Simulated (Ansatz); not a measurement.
Born–Oppenheimer molecular dynamics of a periodic cell of 21 atoms, Li7Bi4O10 (host Li4Bi2O5, host structure P-1, one Li atom removed), cell charge -1. It goes on from the last frame of an earlier run, with new velocities.

All numbers below come from DFT LDA, scalar-relativistic, plane waves, PAW in Ansatz 0.2.0. Settings: cutoff 420 eV, k mesh 2x1x1, fermi-dirac smearing 0.05 eV, no spin polarisation.

| Quantity | Value |
| --- | --- |
| ensemble | NVT, Nosé–Hoover chain |
| time step | 1 fs |
| steps asked | 400 |
| set temperature | 1440 K |
| thermostat | time constant 200 fs, chain length 3 |
| seed | 858260 |

Frames 20 fs apart, positions in Å, forces in eV/Å.

Velocities at 10.0 fs (Å/ps):

```
Li 2.94 6.62 -4.26
Li 13.88 4.11 5.56
Li -23.14 8.72 4.20
Li 8.79 8.38 4.23
Li -4.62 1.27 -5.05
Li -4.14 -1.59 0.14
Li -3.41 -7.15 -3.39
Bi -0.30 -4.07 2.65
Bi -2.69 -1.38 -4.11
Bi -2.78 3.12 3.93
Bi 3.57 -0.23 -3.75
O -4.52 5.83 -11.85
O 3.01 6.78 12.50
O -2.66 1.68 0.60
O 7.75 -3.61 12.11
O 11.92 10.23 -10.51
O 2.89 5.82 10.10
O 1.87 -3.57 4.29
O 7.38 3.42 14.34
O 4.43 1.47 6.17
O 0.92 -3.37 -21.70
```

```xyz
21
Lattice="5.5408 0.0000 0.0000 2.3951 7.3086 0.0000 2.6664 -0.7694 7.4826" Properties=species:S:1:pos:R:3:forces:R:3 time_fs=10.0 energy_less_start_eV=0.441 T=1270
Li 3.614 1.343 4.587 -0.50 0.18 -0.37
Li 1.791 -0.377 2.627 -1.33 0.35 0.77
Li 3.641 4.542 4.951 0.20 -0.39 0.79
Li 3.563 3.189 7.717 0.42 0.29 -0.79
Li 7.109 1.901 1.670 0.74 0.89 0.76
Li 8.813 7.091 4.990 0.13 -1.12 -0.01
Li 6.831 5.705 3.538 0.49 0.53 -0.57
Bi 6.364 5.856 6.634 0.78 -1.08 -0.54
Bi 4.253 4.053 2.117 -1.15 1.10 -1.91
Bi 6.412 2.473 5.503 0.80 0.54 -0.94
Bi 4.219 0.592 0.723 -1.43 2.33 -1.73
O 8.416 2.906 6.030 -0.61 0.16 0.06
O 4.198 2.337 3.002 -0.01 -1.76 0.89
O 4.686 0.009 5.430 -0.20 0.30 -0.24
O 3.214 5.286 3.359 0.05 0.83 0.27
O 9.886 5.929 6.328 -1.39 0.34 0.36
O 0.589 0.588 1.131 2.09 -0.66 0.26
O 7.177 1.047 4.104 0.25 1.07 -0.03
O 5.794 6.812 2.080 0.25 -2.26 1.45
O 6.169 4.632 4.769 -0.15 -1.25 0.91
O 2.499 3.585 0.902 0.57 -0.39 0.59
21
Lattice="5.5408 0.0000 0.0000 2.3951 7.3086 0.0000 2.6664 -0.7694 7.4826" Properties=species:S:1:pos:R:3:forces:R:3 time_fs=30.0 energy_less_start_eV=0.815 T=1127
Li 3.512 1.442 4.489 -0.32 -0.54 0.50
Li 1.743 -0.208 2.923 0.15 -0.12 -0.54
Li 3.268 4.546 5.226 0.62 0.42 -1.00
Li 3.713 3.415 7.498 0.04 -0.31 -0.54
Li 7.225 2.155 1.766 0.02 -0.35 0.24
Li 8.785 6.895 4.934 -0.02 0.51 -0.30
Li 6.892 5.692 3.418 0.57 -0.20 0.85
Bi 6.370 5.772 6.679 0.68 1.22 -0.95
Bi 4.189 4.032 2.029 -0.26 0.28 1.40
Bi 6.361 2.534 5.570 -0.28 -1.72 -1.33
Bi 4.281 0.599 0.648 0.06 0.07 2.73
O 8.321 3.059 5.889 0.59 -0.43 1.90
O 4.268 2.391 3.244 0.15 1.03 -1.54
O 4.622 0.015 5.472 0.27 -0.87 0.58
O 3.363 5.300 3.521 -0.33 0.25 -0.85
O 9.899 6.149 6.210 -0.76 -0.84 1.41
O 0.751 0.612 1.298 -0.58 -0.04 -0.97
O 7.216 1.103 4.200 -0.40 0.60 0.12
O 6.025 6.728 2.349 -0.25 0.51 -2.35
O 6.264 4.554 4.955 0.08 0.39 -0.74
O 2.619 3.480 0.607 -0.02 0.13 1.37
21
Lattice="5.5408 0.0000 0.0000 2.3951 7.3086 0.0000 2.6664 -0.7694 7.4826" Properties=species:S:1:pos:R:3:forces:R:3 time_fs=50.0 energy_less_start_eV=1.514 T=863
Li 3.377 1.369 4.558 0.95 0.24 0.07
Li 1.646 -0.074 2.950 0.29 -0.32 -1.17
Li 3.197 4.672 5.118 0.24 -0.81 -0.01
Li 3.951 3.525 7.124 0.75 -0.23 1.26
Li 7.395 2.306 2.014 -0.57 -0.85 -0.25
Li 8.764 6.878 4.817 0.11 0.70 0.71
Li 7.160 5.684 3.568 -0.97 0.33 -0.52
Bi 6.389 5.705 6.711 -0.45 0.59 1.07
Bi 4.123 4.022 1.958 2.26 2.52 1.04
Bi 6.307 2.568 5.615 -0.14 -1.08 -0.32
Bi 4.340 0.612 0.619 0.02 1.45 3.37
O 8.285 3.112 6.093 -0.69 -0.31 -0.10
O 4.335 2.550 3.252 -0.69 -1.06 0.52
O 4.618 -0.118 5.590 0.68 0.78 -1.11
O 3.429 5.405 3.501 -0.46 0.53 -0.33
O 9.720 6.162 6.335 0.82 -2.18 -0.80
O 0.835 0.596 1.264 -0.10 0.30 -0.59
O 7.169 1.278 4.286 -0.04 -1.00 -1.24
O 6.253 6.675 2.182 -0.45 -0.26 -0.53
O 6.375 4.545 4.977 0.03 0.65 -1.44
O 2.729 3.384 0.602 -1.58 -0.01 0.37
21
Lattice="5.5408 0.0000 0.0000 2.3951 7.3086 0.0000 2.6664 -0.7694 7.4826" Properties=species:S:1:pos:R:3:forces:R:3 time_fs=70.0 energy_less_start_eV=0.674 T=1203
Li 3.613 1.377 4.665 -0.38 -0.02 -0.23
Li 1.692 -0.170 2.482 0.08 -0.77 0.84
Li 3.294 4.564 4.908 -0.13 -0.22 0.14
Li 4.290 3.518 7.228 -2.03 0.49 -0.15
Li 7.289 2.066 2.160 -0.29 0.29 0.01
Li 8.813 7.135 4.951 0.44 -0.87 -0.38
Li 7.069 5.824 3.536 -0.01 0.40 -0.52
Bi 6.403 5.651 6.752 0.43 0.74 -1.87
Bi 4.091 4.051 1.909 1.10 1.05 1.64
Bi 6.254 2.583 5.648 1.51 0.15 -2.34
Bi 4.401 0.650 0.638 -0.01 0.75 -0.43
O 8.159 3.053 6.373 -0.13 -0.09 -0.09
O 4.255 2.547 3.303 -0.51 0.11 -0.24
O 4.729 -0.137 5.537 -0.59 0.17 0.27
O 3.403 5.610 3.356 0.02 -0.65 -0.65
O 9.711 5.752 6.402 0.94 0.21 0.55
O 0.898 0.645 1.082 0.25 0.08 -0.26
O 7.110 1.302 4.154 0.36 0.33 0.13
O 6.338 6.546 1.894 -1.09 -0.69 0.96
O 6.479 4.645 4.754 -0.22 -1.14 1.49
O 2.550 3.281 0.746 0.24 -0.31 1.12
21
Lattice="5.5408 0.0000 0.0000 2.3951 7.3086 0.0000 2.6664 -0.7694 7.4826" Properties=species:S:1:pos:R:3:forces:R:3 time_fs=90.0 energy_less_start_eV=1.178 T=1030
Li 3.696 1.371 4.668 -0.46 -0.22 -0.24
Li 1.846 -0.487 2.247 0.66 1.08 -0.18
Li 3.327 4.260 4.832 -0.35 0.16 -0.23
Li 3.821 3.645 7.418 0.51 0.06 0.94
Li 7.042 1.934 2.293 0.30 0.63 -0.10
Li 9.027 7.055 4.926 -0.49 -0.36 -0.66
Li 6.924 6.082 3.346 0.71 -0.73 0.72
Bi 6.426 5.610 6.766 1.86 0.61 -1.94
Bi 4.079 4.099 1.887 -0.55 -1.42 0.78
Bi 6.223 2.597 5.642 0.42 -0.76 -2.15
Bi 4.461 0.700 0.660 -0.83 -1.27 0.27
O 7.993 2.967 6.628 -0.38 -0.44 -0.64
O 4.072 2.548 3.328 0.46 0.80 -0.13
O 4.755 -0.100 5.494 -0.29 -0.51 0.11
O 3.354 5.672 3.092 -0.60 -0.94 1.13
O 9.893 5.339 6.534 -0.51 1.25 -0.13
O 0.994 0.700 0.864 -0.62 -0.35 0.90
O 7.125 1.346 4.045 -0.06 -0.04 1.56
O 6.182 6.338 1.744 -0.51 1.55 -0.33
O 6.553 4.542 4.783 0.15 -0.14 0.56
O 2.364 3.167 1.081 0.58 1.04 -0.24
21
Lattice="5.5408 0.0000 0.0000 2.3951 7.3086 0.0000 2.6664 -0.7694 7.4826" Properties=species:S:1:pos:R:3:forces:R:3 time_fs=110.0 energy_less_start_eV=1.607 T=887
Li 3.541 1.278 4.550 -0.01 0.11 0.04
Li 2.087 -0.403 2.079 -2.07 0.50 0.77
Li 3.177 4.021 4.641 -0.22 0.06 -0.02
Li 3.459 3.813 7.970 1.00 -0.02 -0.54
Li 6.934 2.104 2.415 0.37 -0.06 0.13
Li 9.030 6.770 4.586 -0.36 0.51 0.21
Li 7.072 6.001 3.438 -0.63 -0.46 0.11
Bi 6.481 5.579 6.745 1.53 0.59 -0.76
Bi 4.059 4.126 1.879 -0.78 -1.20 0.17
Bi 6.196 2.595 5.600 -1.90 -2.24 -0.03
Bi 4.507 0.730 0.683 -1.06 -0.56 -1.31
O 7.805 2.802 6.792 0.83 0.03 0.65
O 3.984 2.700 3.348 0.83 -0.39 0.99
O 4.699 -0.168 5.461 -0.16 -0.24 -0.82
O 3.216 5.596 3.055 0.74 1.04 1.01
O 9.978 5.203 6.661 -0.77 1.43 -0.22
O 0.979 0.689 0.850 0.18 -0.06 1.50
O 7.149 1.377 4.225 0.41 -0.91 -0.45
O 5.964 6.416 1.569 1.70 -0.18 0.93
O 6.674 4.436 4.913 0.72 1.18 -1.46
O 2.287 3.270 1.374 -0.34 0.86 -0.90
21
Lattice="5.5408 0.0000 0.0000 2.3951 7.3086 0.0000 2.6664 -0.7694 7.4826" Properties=species:S:1:pos:R:3:forces:R:3 time_fs=130.0 energy_less_start_eV=0.840 T=1219
Li 3.428 1.206 4.446 0.95 -0.17 0.19
Li 1.696 -0.204 2.267 1.22 -1.40 1.27
Li 2.942 3.864 4.444 0.96 0.56 0.06
Li 3.632 3.999 8.320 0.29 0.41 -0.88
Li 7.013 2.273 2.565 0.08 -0.41 -0.27
Li 8.845 6.799 4.451 -0.21 0.62 1.28
Li 6.939 5.696 3.589 -0.02 0.99 -0.91
Bi 6.564 5.560 6.707 0.05 1.17 -0.77
Bi 4.027 4.132 1.877 -0.18 0.28 1.45
Bi 6.143 2.558 5.553 0.13 -0.76 0.45
Bi 4.535 0.749 0.684 -0.66 -0.95 -1.36
O 7.720 2.628 7.034 -0.93 0.24 -0.63
O 4.081 2.789 3.540 0.40 -0.47 -0.29
O 4.604 -0.284 5.270 -0.07 0.36 0.04
O 3.236 5.675 3.176 0.50 -0.58 -0.70
O 9.918 5.407 6.743 0.81 1.18 0.17
O 0.965 0.680 1.135 -0.52 0.95 -0.75
O 7.223 1.236 4.350 -0.75 0.30 -0.77
O 5.966 6.516 1.639 -0.38 -0.24 1.29
O 6.902 4.482 4.803 -1.39 -1.87 1.23
O 2.140 3.568 1.486 -0.28 -0.21 -0.11
21
Lattice="5.5408 0.0000 0.0000 2.3951 7.3086 0.0000 2.6664 -0.7694 7.4826" Properties=species:S:1:pos:R:3:forces:R:3 time_fs=150.0 energy_less_start_eV=0.563 T=1377
Li 3.650 1.081 4.414 -0.65 0.46 -0.29
Li 1.741 -0.285 2.777 0.57 0.95 -0.78
Li 3.111 4.010 4.288 -0.24 0.59 0.54
Li 3.924 4.464 8.206 -0.39 -0.24 0.35
Li 7.124 2.228 2.570 -0.38 -0.21 -0.49
Li 8.592 7.034 4.845 0.89 -0.72 -0.77
Li 6.685 5.744 3.412 0.81 -0.12 0.23
Bi 6.651 5.562 6.654 -0.02 1.22 -0.90
Bi 3.989 4.140 1.899 0.39 -0.14 0.59
Bi 6.087 2.503 5.514 -0.42 -1.98 0.41
Bi 4.550 0.755 0.666 -0.79 1.70 2.40
O 7.466 2.503 7.157 -0.30 0.02 -0.64
O 4.274 2.772 3.693 -0.22 -0.05 -0.89
O 4.482 -0.354 5.093 -0.29 -0.58 1.25
O 3.356 5.607 3.259 -0.65 -0.50 1.38
O 10.014 5.836 6.827 0.75 -2.06 -1.43
O 0.915 0.793 1.389 -0.06 -0.34 -0.36
O 7.198 1.148 4.301 0.04 0.64 0.00
O 5.941 6.569 1.979 0.36 0.45 -0.93
O 6.886 4.245 4.864 0.03 1.30 0.18
O 1.968 3.805 1.581 0.58 -0.39 0.14
21
Lattice="5.5408 0.0000 0.0000 2.3951 7.3086 0.0000 2.6664 -0.7694 7.4826" Properties=species:S:1:pos:R:3:forces:R:3 time_fs=170.0 energy_less_start_eV=0.941 T=1276
Li 3.648 1.127 4.280 -0.27 -0.04 0.03
Li 2.029 -0.085 2.955 -0.92 -0.87 -0.54
Li 3.297 4.178 4.510 -0.27 -0.96 0.60
Li 3.972 4.819 8.194 -0.11 -1.51 0.73
Li 7.066 2.155 2.374 -0.23 0.98 0.40
Li 8.677 6.919 4.896 0.36 -0.34 -0.89
Li 6.900 5.749 3.366 0.52 -0.26 0.30
Bi 6.740 5.584 6.588 0.32 -0.10 1.50
Bi 3.957 4.149 1.935 0.37 0.88 1.30
Bi 6.020 2.412 5.479 -1.20 -0.87 -0.80
Bi 4.552 0.787 0.682 -0.22 1.62 0.96
O 7.148 2.367 7.179 0.77 -0.42 0.98
O 4.409 2.753 3.637 -0.88 0.34 -0.97
O 4.346 -0.462 5.118 1.20 2.07 -1.31
O 3.382 5.546 3.554 0.39 1.16 -0.54
O 10.251 5.909 6.665 -1.50 -1.10 0.54
O 0.831 0.833 1.531 -0.07 -0.80 -0.80
O 7.178 1.204 4.238 0.53 0.14 0.27
O 5.973 6.741 2.108 0.82 0.03 -0.88
O 6.827 4.240 5.015 0.43 0.09 -0.56
O 1.932 3.925 1.718 -0.04 -0.05 -0.31
21
Lattice="5.5408 0.0000 0.0000 2.3951 7.3086 0.0000 2.6664 -0.7694 7.4826" Properties=species:S:1:pos:R:3:forces:R:3 time_fs=190.0 energy_less_start_eV=0.750 T=1411
Li 3.504 1.177 4.111 0.53 -0.39 -0.28
Li 1.932 -0.228 2.810 -0.03 0.19 -0.72
Li 3.331 3.956 5.027 0.20 0.70 -0.99
Li 3.928 4.544 8.536 -0.69 1.49 -0.72
Li 6.840 2.410 2.316 -0.23 -0.69 0.30
Li 8.979 6.849 4.747 -0.02 0.84 1.18
Li 7.360 5.572 3.571 -1.40 0.34 -0.30
Bi 6.832 5.615 6.540 -1.74 2.09 -0.01
Bi 3.932 4.173 1.992 0.41 2.10 0.14
Bi 5.933 2.299 5.434 0.19 0.43 -0.15
Bi 4.547 0.849 0.715 0.27 -0.80 -1.73
O 6.949 2.182 7.346 -0.27 1.06 -0.57
O 4.362 2.783 3.388 -0.07 -1.17 0.79
O 4.453 -0.240 4.999 1.31 -0.13 1.09
O 3.528 5.619 3.677 1.01 -1.73 -1.17
O 10.243 5.658 6.545 -0.11 -0.44 0.91
O 0.804 0.736 1.541 1.25 0.39 0.03
O 7.255 1.300 4.227 -0.26 -0.02 0.18
O 6.106 6.917 2.039 -0.87 -1.67 1.47
O 6.887 4.269 5.003 0.23 -1.44 -0.23
O 1.899 4.020 1.810 0.30 -1.14 0.77
```

Of the whole run (400 fs, mean temperature of the second half 1314 K): The conserved energy stayed within 0.1 meV per atom of its start (net change 0.09 meV per atom), so the integration is sound. A run of 0.4 ps of so small a system gives no equilibrium averages. Limits of this set-up: coarse k mesh, charged cell in a uniform background, uncorrected.

The run took 12 min on 1 thread of Arm Neoverse V2 (shared host), peak memory 0.51 GiB.
